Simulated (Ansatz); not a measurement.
# BiTe (Fm-3m) in Ansatz: reference runs

Aim: a first look at BiTe with PBE, on the cell as given and on a disturbed one, then over a range of volumes.

Everything below comes from runs of Ansatz 0.2.0. Logs are shortened: lines on timing, memory, paths and dates and some standing lists are left out, and cuts for length are marked.

## (1) The structure

It takes space group Fm-3m (No. 225, cubic). Conventional cell: a = 6.470 Å, b = 6.470 Å, c = 6.470 Å, α = 90.00°, β = 90.00°, γ = 90.00°. Around Bi (site symmetry m-3m) lie 6 Te at 3.23 Å. Around Te (site symmetry m-3m) lie 6 Bi at 3.23 Å.

## (2) Single point, PBE

Input file input.yaml:

```yaml
crystal:
  lattice:
    - [0.0, 3.235, 3.235]
    - [3.235, 0.0, 3.235]
    - [3.235, 3.235, 0.0]
  atoms:
    - { symbol: Bi, position: [0.0, 0.0, 0.0] }
    - { symbol: Te, position: [0.5, 0.5, 0.5] }
hamiltonian:
  xc: pbe
  pseudopotentials: { kind: paw }
kpoints:
  mp_grid: { grid: [7, 7, 7] }
scf:
  occupations: { method: fermi_dirac, width: 0.05 }
output:
  forces: true
  stress: true
  eigenvalues: true
```

Potentials or basis: Ansatz PAW.

Launch:

```
$ ansatz run input.yaml --threads 1 --pin off --max-ram 2560MiB --backend cpu --events-out ev --progress --plain --runs-dir out
```

The program printed:

```text
Warning: RAYON_NUM_THREADS=1 ignored (pool sized by the plan → 1); use --threads N
Engine: ansatz 0.2.0, x86_64-unknown-linux-gnu
Pseudopotentials: kind: paw
Pseudopotential: Bi, paw, valence charge 15, recommended cutoff 420 eV (normal), Bi.paw.azcp
Pseudopotential: Te, paw, valence charge 16, recommended cutoff 420 eV (normal), Te.paw.azcp
Functional definition: PBE
  parameter kappa = 0.804
  parameter beta = 0.06672455060314922
  exchange = pbe_x(kappa = kappa, mu = beta*pi^2/3)
  correlation = pbe_c(beta = beta)
Crystal: 2 atoms, lattice volume = 67.710 Å³
Basis set: ecut = 420 eV, 1363 PW (Γ), exchange–correlation on 64×64×64 points (8 copies of the dense FFT grid, shifted against one another)
Bands: 20, of which v1, the nominal top of the filled ones, is band 16 counted from 1 (15 counted from 0)
Symmetry: 48 space group operations
Space group: Fm-3m (ITA 225), of the structure as read, at distance tolerance 4.1e-5 Å
k-points: 20 of 343
Non-local potential: Bi, projectors of the file, l = 0: 2, l = 1: 2, l = 2: 2, l = 3: 2
Non-local potential: Te, projectors of the file, l = 0: 2, l = 1: 2, l = 2: 2, l = 3: 2
PAW form: soft (Blöchl's): semilocal exchange-correlation on the pseudo side does not see the compensation charge
PAW one-centre angular grid: Bi, 590 points (default); XC on 64 Gauss nodes
PAW one-centre angular grid: Te, 590 points (default); XC on 64 Gauss nodes
Initial density: superposition of atomic densities (neutral atoms: chi_scale 0, normalization atom), corrected by the library's trained network
Initial wavefunctions: pseudopotential atomic-orbital guess
Functional: x = pbe(κ = 0.804, μ = 0.2195149727645171), c = pbe(β = 0.06672455060314922)
SCF iter   1: F=—  HF=-19376.635911 eV  |F-HF|=—  |Δ(HF+E_count)|=         —  Δρ=8.89e-4  dr2=8.85e-4  ethr=1.77e-3  ⟨swp⟩=6.4  Hψ=2069  notcnv=0
preconditioner: auto → LDOS  [metal: Δε(μ)=0.027 eV  Ē_g=9.452 eV  σ=0.050 eV  W_gap=0.13  n_scr=14 (ndim 8)  ℏωp=15.0 eV  f_vac=0.012  D(μ)=2.86/eV (n_scr^D=26)  β→1.0]
SCF iter   2: F=—  HF=-19376.634339 eV  |F-HF|=—  |Δ(HF+E_count)|=   1.57e-3  Δρ=6.74e-4  dr2=2.67e-4  ethr=2.86e-6  ⟨swp⟩=2.9  Hψ=989  notcnv=0
SCF iter   3: F=—  HF=-19376.634260 eV  |F-HF|=—  |Δ(HF+E_count)|=   7.97e-5  Δρ=2.32e-4  dr2=6.63e-5  ethr=8.62e-7  ⟨swp⟩=2.0  Hψ=704  notcnv=0  defer=1
SCF iter   4: F=—  HF=-19376.634241 eV  |F-HF|=—  |Δ(HF+E_count)|=   1.84e-5  Δρ=1.22e-4  dr2=1.54e-5  ethr=2.14e-7  ⟨swp⟩=2.4  Hψ=555  notcnv=0  defer=1
SCF iter   5: F=—  HF=-19376.634237 eV  |F-HF|=—  |Δ(HF+E_count)|=   4.18e-6  Δρ=5.81e-5  dr2=2.90e-6  ethr=4.96e-8  ⟨swp⟩=2.4  Hψ=708  notcnv=0  defer=1
SCF iter   6: F=—  HF=-19376.634236 eV  |F-HF|=—  |Δ(HF+E_count)|=   1.30e-6  Δρ=1.25e-5  dr2=1.15e-7  ethr=9.36e-9  ⟨swp⟩=2.0  Hψ=599  notcnv=0  defer=1
SCF iter   7: F=-19376.634236 eV  HF=-19376.634236 eV  |F-HF|=4.62e-9  |Δ(HF+E_count)|=   5.23e-8  Δρ=2.93e-6  dr2=4.33e-9  ethr=3.23e-10  ⟨swp⟩=7.5  Hψ=2090  notcnv=0
SCF 1 converged in 7 iterations: F = -19376.634236 eV  dr2 = 4.33e-9
SCF converged after 7 iterations
Free energy (F): -19376.634236 eV
Harris-Foulkes:  -19376.634236 eV  (|F-HF|=4.62e-9)
Internal energy: -19376.613079 eV  (E = F + TS)
E sigma→0 (E₀):  -19376.623657 eV
Entropy (-TS):   -0.021157 eV (-10.578 meV/atom)
Fermi energy:    9.863130 eV
--- Per-component energies (eV) ---
  E_band       = -363.708274
  E_kinetic    = 481.867545
  E_local      = -2761.557616  (includes V_loc(G=0)·N_el)
  E_nonlocal   = 249.917271
  E_hartree    = 1289.916791
  E_xc         = -275.580843
  E_vxc        = -248.279204  (∫ρ·V_xc dr)
  E_paw        = -15325.019888  (= ΣΔE_a)
  E_vpaw       = -665.492180  (= ΣTr[D̂ρ^β])
  E_aug_tail   = -0.000614  (compensation charges beyond the density's cutoff)
  E_ewald      = -3036.155726
  E_smearing   = -0.021157  (= −TS)
  E_closure    = -0.000000  (closes the sum)
  Σ components = -19376.634236   (vs F -19376.634236, Δ=0.00e0)
--- Forces (eV/Å), atoms counted from 1 ---
  atom   1  Bi    -0.00000000     0.00000000    -0.00000000
  atom   2  Te     0.00000000     0.00000000     0.00000000
  max |Σ_I F_I| component: 2.63e-29 eV/Å
--- Stress (GPa, compression-positive) ---
        0.917916      -0.000000      -0.000000
       -0.000000       0.917916       0.000000
       -0.000000      -0.000000       0.917916
  P = ⅓ Tr σ = 0.9179 GPa (9.179 kbar)
--- Band table (eV; the first three rows and the last of 20) ---
  k-point 0: bands = ["-27.4351", "-27.4351", "-27.4342", "-27.4342", "-27.4342", "-13.3320", "-13.3320", "-13.3295", "-13.3295", "-13.3295", "-3.6922", "1.7089", "7.2816", "7.2816", "7.2816", "11.9806", "11.9806", "11.9806", "14.5149", "14.5149"]
  k-point 1: bands = ["-27.4350", "-27.4350", "-27.4341", "-27.4341", "-27.4341", "-13.3329", "-13.3329", "-13.3292", "-13.3283", "-13.3283", "-3.5102", "1.2662", "7.3421", "7.3421", "7.4586", "11.2111", "11.3264", "11.3264", "14.3637", "14.8797"]
  k-point 2: bands = ["-27.4350", "-27.4350", "-27.4340", "-27.4338", "-27.4338", "-13.3353", "-13.3353", "-13.3284", "-13.3254", "-13.3254", "-2.9748", "0.2231", "7.5398", "7.5398", "7.8003", "10.0285", "10.2034", "10.2034", "14.8998", "15.9113"]
  k-point 19: bands = ["-27.4352", "-27.4347", "-27.4339", "-27.4337", "-27.4334", "-13.3419", "-13.3325", "-13.3273", "-13.3247", "-13.3198", "-1.4399", "-1.0447", "4.7473", "5.3316", "7.8601", "9.9396", "13.0638", "13.9121", "14.4904", "15.6206"]
```

Run time: 1.4 s. Hardware: 1 thread of AMD EPYC 7B13 (Zen 3), shared host; peak memory 0.38 GiB.

What came out:

* Free energy: -19376.6342 eV
* Pressure: 0.9 GPa
* Band gap on the k mesh: none (metal or under the smearing width)

Caveat: spin-orbit coupling is left out, which moves the levels of the heavy elements.

## (3) Single point, PBE (atoms moved at random, drawn with an rms of 0.05 Å)

Changes to input.yaml since step 2:

```diff
@@ -6,4 +6,4 @@
   atoms:
-    - { symbol: Bi, position: [0.0, 0.0, 0.0] }
-    - { symbol: Te, position: [0.5, 0.5, 0.5] }
+    - { symbol: Bi, position: [-0.017056, -0.008804, 0.023815] }
+    - { symbol: Te, position: [0.496114, 0.492255, 0.502187] }
 hamiltonian:
```

Potentials or basis: Ansatz PAW.

Launch:

```
$ ansatz run input.yaml --threads 1 --pin off --max-ram 2560MiB --backend cpu --events-out ev --progress --plain --runs-dir out
```

The program printed:

```text
Warning: RAYON_NUM_THREADS=1 ignored (pool sized by the plan → 1); use --threads N
[... 9 set-up lines as earlier in the session ...]
Crystal: 2 atoms, lattice volume = 67.710 Å³
Basis set: ecut = 420 eV, 1363 PW (Γ), exchange–correlation on 64×64×64 points (8 copies of the dense FFT grid, shifted against one another)
Bands: 20, of which v1, the nominal top of the filled ones, is band 16 counted from 1 (15 counted from 0)
Symmetry: 1 space group operations
Space group: P1 (ITA 1), of the structure as read, at distance tolerance 4.1e-5 Å
k-points: 172 of 343 (time reversal used)
[... 8 set-up lines as earlier in the session ...]
SCF iter   1: F=—  HF=-19376.625461 eV  |F-HF|=—  |Δ(HF+E_count)|=         —  Δρ=9.57e-4  dr2=1.08e-3  ethr=1.77e-3  ⟨swp⟩=6.6  Hψ=18166  notcnv=0
preconditioner: auto → LDOS  [metal: Δε(μ)=0.007 eV  Ē_g=9.471 eV  σ=0.050 eV  W_gap=0.03  n_scr=14 (ndim 8)  ℏωp=15.0 eV  f_vac=0.012  D(μ)=2.84/eV (n_scr^D=26)  β→1.0]
SCF iter   2: F=—  HF=-19376.623878 eV  |F-HF|=—  |Δ(HF+E_count)|=   1.58e-3  Δρ=7.63e-4  dr2=3.43e-4  ethr=3.47e-6  ⟨swp⟩=2.4  Hψ=7905  notcnv=0  defer=10
SCF iter   3: F=—  HF=-19376.623772 eV  |F-HF|=—  |Δ(HF+E_count)|=   1.06e-4  Δρ=2.41e-4  dr2=6.79e-5  ethr=1.11e-6  ⟨swp⟩=2.0  Hψ=6087  notcnv=0  defer=10
SCF iter   4: F=—  HF=-19376.623760 eV  |F-HF|=—  |Δ(HF+E_count)|=   1.19e-5  Δρ=1.20e-4  dr2=1.34e-5  ethr=2.19e-7  ⟨swp⟩=2.2  Hψ=5840  notcnv=0  defer=10
SCF iter   5: F=—  HF=-19376.623756 eV  |F-HF|=—  |Δ(HF+E_count)|=   4.45e-6  Δρ=4.88e-5  dr2=2.60e-6  ethr=4.34e-8  ⟨swp⟩=2.0  Hψ=5820  notcnv=0  defer=10
SCF iter   6: F=-19376.623755 eV  HF=-19376.623755 eV  |F-HF|=1.37e-9  |Δ(HF+E_count)|=   7.69e-7  Δρ=6.92e-6  dr2=4.29e-8  ethr=3.23e-10  ⟨swp⟩=6.6  Hψ=20876  notcnv=0
SCF 1 converged in 6 iterations: F = -19376.623755 eV  dr2 = 4.29e-8
SCF converged after 6 iterations
Free energy (F): -19376.623755 eV
Harris-Foulkes:  -19376.623755 eV  (|F-HF|=1.37e-9)
Internal energy: -19376.602713 eV  (E = F + TS)
E sigma→0 (E₀):  -19376.613234 eV
Entropy (-TS):   -0.021042 eV (-10.521 meV/atom)
Fermi energy:    9.872292 eV
--- Per-component energies (eV) ---
  E_band       = -363.737776
  E_kinetic    = 481.923593
  E_local      = -2763.115318  (includes V_loc(G=0)·N_el)
  E_nonlocal   = 249.918486
  E_hartree    = 1290.662551
  E_xc         = -275.605663
  E_vxc        = -248.310835  (∫ρ·V_xc dr)
  E_paw        = -15325.009270  (= ΣΔE_a)
  E_vpaw       = -665.472714  (= ΣTr[D̂ρ^β])
  E_aug_tail   = -0.000610  (compensation charges beyond the density's cutoff)
  E_ewald      = -3035.376483
  E_smearing   = -0.021042  (= −TS)
  E_closure    = -0.000000  (closes the sum)
  Σ components = -19376.623755   (vs F -19376.623755, Δ=0.00e0)
--- Forces (eV/Å), atoms counted from 1 ---
  atom   1  Bi    -0.19068650    -0.07715377     0.13055064
  atom   2  Te     0.19068106     0.07715181    -0.13054610
  max |Σ_I F_I| component: 5.44e-6 eV/Å
--- Stress (GPa, compression-positive) ---
        1.085098      -0.056912       0.096097
       -0.056912       1.017163       0.039187
        0.096097       0.039187       1.041382
  P = ⅓ Tr σ = 1.0479 GPa (10.479 kbar)
--- Band table (eV; the first three rows and the last of 172) ---
  k-point 0: bands = ["-27.4370", "-27.4363", "-27.4354", "-27.4348", "-27.4340", "-13.3334", "-13.3314", "-13.3294", "-13.3292", "-13.3274", "-3.7002", "1.7144", "7.2658", "7.2816", "7.2935", "11.9411", "11.9604", "11.9853", "14.5173", "14.5339"]
  k-point 1: bands = ["-27.4370", "-27.4362", "-27.4353", "-27.4347", "-27.4340", "-13.3344", "-13.3324", "-13.3285", "-13.3279", "-13.3268", "-3.5192", "1.2739", "7.3252", "7.3417", "7.4648", "11.1905", "11.3160", "11.3354", "14.3743", "14.8815"]
  k-point 2: bands = ["-27.4369", "-27.4362", "-27.4350", "-27.4345", "-27.4338", "-13.3367", "-13.3348", "-13.3271", "-13.3249", "-13.3244", "-2.9881", "0.2371", "7.5174", "7.5373", "7.7932", "10.0305", "10.2010", "10.2200", "14.8959", "15.9126"]
  k-point 171: bands = ["-27.4368", "-27.4360", "-27.4350", "-27.4344", "-27.4336", "-13.3393", "-13.3352", "-13.3264", "-13.3234", "-13.3215", "-1.7571", "-1.2399", "6.2638", "7.4072", "7.5458", "9.8496", "9.8789", "11.3225", "16.1679", "16.6687"]
```

Run time: 15 s. Hardware: 1 thread of AMD EPYC 7B13 (Zen 3), shared host; peak memory 0.57 GiB.

Results:

* Free energy: -19376.6238 eV
* Pressure: 1.0 GPa
* Largest force: 0.244 eV/Å
* Band gap on the k mesh: none (metal or under the smearing width)

Forces in eV/Å, atoms in the order of the input:
```
Bi  -0.191 -0.077  0.131
Te   0.191  0.077 -0.131
```

Stress tensor (GPa, compression positive):
```
 1.09 -0.06  0.10
-0.06  1.02  0.04
 0.10  0.04  1.04
```

Levels at points of the mesh, in eV from the Fermi level:
```tsv
k point	band 13	band 14	band 15	band 16	band 17	band 18
(0.00, 0.00, 0.00)	-2.61	-2.59	-2.58	2.07	2.09	2.11
```

Caveat: spin-orbit coupling is left out, which moves the levels of the heavy elements.

## (4) Single point, PBE, 31.82 Å³/atom (volume scaled by 0.94)

Input file input.yaml:

```yaml
crystal:
  lattice:
    - [0.0, 3.1689610617, 3.1689610617]
    - [3.1689610617, 0.0, 3.1689610617]
    - [3.1689610617, 3.1689610617, 0.0]
  atoms:
    - { symbol: Bi, position: [0.0, 0.0, 0.0] }
    - { symbol: Te, position: [0.5, 0.5, 0.5] }
hamiltonian:
  xc: pbe
  pseudopotentials: { kind: paw }
kpoints:
  mp_grid: { grid: [7, 7, 7] }
scf:
  occupations: { method: fermi_dirac, width: 0.05 }
output:
  forces: true
  stress: true
  eigenvalues: true
```

Launch:

```
$ ansatz run input.yaml --threads 1 --pin off --max-ram 2560MiB --backend cpu --events-out ev --progress --plain --runs-dir out
```

Wall time 1.3 s (1 thread of AMD EPYC 7B13 (Zen 3), shared host); peak memory 0.37 GiB.

It converged, with:

- Free energy: -19376.5680 eV
- Pressure: 4.5 GPa
- Band gap on the k mesh: none (metal or under the smearing width)

Caveat: spin-orbit coupling is left out, which moves the levels of the heavy elements.

## (5) Single point, PBE, 32.50 Å³/atom (volume scaled by 0.96)

Changes to input.yaml since step 4:

```diff
@@ -2,5 +2,5 @@
   lattice:
-    - [0.0, 3.1689610617, 3.1689610617]
-    - [3.1689610617, 0.0, 3.1689610617]
-    - [3.1689610617, 3.1689610617, 0.0]
+    - [0.0, 3.1912784242, 3.1912784242]
+    - [3.1912784242, 0.0, 3.1912784242]
+    - [3.1912784242, 3.1912784242, 0.0]
   atoms:
```

Launch:

```
$ ansatz run input.yaml --threads 1 --pin off --max-ram 2560MiB --backend cpu --events-out ev --progress --plain --runs-dir out
```

It took 1.5 s on 1 thread of AMD EPYC 7B13 (Zen 3), shared host; peak memory 0.38 GiB.

Results (log left out):

```
Free energy            : -19376.6003 eV
Pressure               : 3.2 GPa
Band gap on the k mesh : none (metal or under the smearing width)
```

Caveat: spin-orbit coupling is left out, which moves the levels of the heavy elements.

## (6) Single point, PBE, 33.18 Å³/atom (volume scaled by 0.98)

Changes to input.yaml since step 5:

```diff
@@ -2,5 +2,5 @@
   lattice:
-    - [0.0, 3.1912784242, 3.1912784242]
-    - [3.1912784242, 0.0, 3.1912784242]
-    - [3.1912784242, 3.1912784242, 0.0]
+    - [0.0, 3.2132879364, 3.2132879364]
+    - [3.2132879364, 0.0, 3.2132879364]
+    - [3.2132879364, 3.2132879364, 0.0]
   atoms:
```

Potentials or basis: Ansatz PAW.

Launch:

```
$ ansatz run input.yaml --threads 1 --pin off --max-ram 2560MiB --backend cpu --events-out ev --progress --plain --runs-dir out
```

Wall time 1.3 s (1 thread of AMD EPYC 7B13 (Zen 3), shared host); peak memory 0.38 GiB.

Results (log left out):

```
Free energy            : -19376.6220 eV
Pressure               : 2.0 GPa
Band gap on the k mesh : none (metal or under the smearing width)
```

Caveat: spin-orbit coupling is left out, which moves the levels of the heavy elements.

## (7) Single point, PBE, 33.86 Å³/atom

Changes to input.yaml since step 6:

```diff
@@ -2,5 +2,5 @@
   lattice:
-    - [0.0, 3.2132879364, 3.2132879364]
-    - [3.2132879364, 0.0, 3.2132879364]
-    - [3.2132879364, 3.2132879364, 0.0]
+    - [0.0, 3.235, 3.235]
+    - [3.235, 0.0, 3.235]
+    - [3.235, 3.235, 0.0]
   atoms:
```

Launch:

```
$ ansatz run input.yaml --threads 1 --pin off --max-ram 2560MiB --backend cpu --events-out ev --progress --plain --runs-dir out
```

Wall time 1.4 s (1 thread of AMD EPYC 7B13 (Zen 3), shared host); peak memory 0.39 GiB.

The run converged. Its results:

```yaml
Free_energy: -19376.6342 eV
Pressure: 0.9 GPa
Band_gap_on_the_k_mesh: none (metal or under the smearing width)
```

Caveat: spin-orbit coupling is left out, which moves the levels of the heavy elements.

## (8) Single point, PBE, 34.53 Å³/atom (volume scaled by 1.02)

Changes to input.yaml since step 7:

```diff
@@ -2,5 +2,5 @@
   lattice:
-    - [0.0, 3.235, 3.235]
-    - [3.235, 0.0, 3.235]
-    - [3.235, 3.235, 0.0]
+    - [0.0, 3.2564244654, 3.2564244654]
+    - [3.2564244654, 0.0, 3.2564244654]
+    - [3.2564244654, 3.2564244654, 0.0]
   atoms:
```

Launch:

```
$ ansatz run input.yaml --threads 1 --pin off --max-ram 2560MiB --backend cpu --events-out ev --progress --plain --runs-dir out
```

Wall time 1.5 s (1 thread of AMD EPYC 7B13 (Zen 3), shared host); peak memory 0.39 GiB.

It converged, with:

```yaml
Free_energy: -19376.6379 eV
Pressure: 0.0 GPa
Band_gap_on_the_k_mesh: none (metal or under the smearing width)
```

Caveat: spin-orbit coupling is left out, which moves the levels of the heavy elements.

## (9) Single point, PBE, 35.21 Å³/atom (volume scaled by 1.04)

Changes to input.yaml since step 8:

```diff
@@ -2,5 +2,5 @@
   lattice:
-    - [0.0, 3.2564244654, 3.2564244654]
-    - [3.2564244654, 0.0, 3.2564244654]
-    - [3.2564244654, 3.2564244654, 0.0]
+    - [0.0, 3.2775706714, 3.2775706714]
+    - [3.2775706714, 0.0, 3.2775706714]
+    - [3.2775706714, 3.2775706714, 0.0]
   atoms:
```

Potentials or basis: Ansatz PAW.

Launch:

```
$ ansatz run input.yaml --threads 1 --pin off --max-ram 2560MiB --backend cpu --events-out ev --progress --plain --runs-dir out
```

It took 1.4 s on 1 thread of AMD EPYC 7B13 (Zen 3), shared host; peak memory 0.38 GiB.

It converged, with:

- Free energy: -19376.6338 eV
- Pressure: -0.9 GPa
- Band gap on the k mesh: none (metal or under the smearing width)

Caveat: spin-orbit coupling is left out, which moves the levels of the heavy elements.

## (10) Single point, PBE, 35.89 Å³/atom (volume scaled by 1.06)

Changes to input.yaml since step 9:

```diff
@@ -2,5 +2,5 @@
   lattice:
-    - [0.0, 3.2775706714, 3.2775706714]
-    - [3.2775706714, 0.0, 3.2775706714]
-    - [3.2775706714, 3.2775706714, 0.0]
+    - [0.0, 3.2984474805, 3.2984474805]
+    - [3.2984474805, 0.0, 3.2984474805]
+    - [3.2984474805, 3.2984474805, 0.0]
   atoms:
```

Launch:

```
$ ansatz run input.yaml --threads 1 --pin off --max-ram 2560MiB --backend cpu --events-out ev --progress --plain --runs-dir out
```

Wall time 1.4 s (1 thread of AMD EPYC 7B13 (Zen 3), shared host); peak memory 0.39 GiB.

It converged, with:

| Property | Result |
| --- | --- |
| Free energy | -19376.6229 eV |
| Pressure | -1.7 GPa |
| Band gap on the k mesh | none (metal or under the smearing width) |

Caveat: spin-orbit coupling is left out, which moves the levels of the heavy elements.

## (11) Equation of state, PBE

Potentials or basis: Ansatz PAW.

No new run: the results of the series are fitted here.

What came out:

```yaml
Equilibrium_volume: 34.50 Å³/atom
Bulk_modulus: 47 GPa
Pressure_derivative_of_the_bulk_modulus: 4.4
```

Energy against volume, from the lowest point:
| volume (Å³/atom) | energy (meV/atom) |
| --- | --- |
| 31.824 | 34.93 |
| 32.501 | 18.77 |
| 33.178 | 7.92 |
| 33.855 | 1.82 |
| 34.532 | 0.00 |
| 35.209 | 2.02 |
| 35.886 | 7.50 |

Caveat: spin-orbit coupling is left out, which moves the levels of the heavy elements. PBE usually gives volumes a little too large and moduli too small.

## (12) The runs side by side

```tsv
task	cell	gap on the mesh (eV)	pressure (GPa)
single point	as given	none	0.9
single point	atoms moved at random, drawn with an rms of 0.05 Å	none	1.0
equation of state	as given	-	-
```

Alike in all rows: level PBE; potentials or basis Ansatz PAW; no spin polarisation; k mesh 7 × 7 × 7; cutoff (eV) 420; smearing fermi-dirac 0.05 eV.

Caveats: spin-orbit coupling is left out, which moves the levels of the heavy elements.

Total energies depend on the potentials used, so only differences within one code and one set of settings carry meaning.
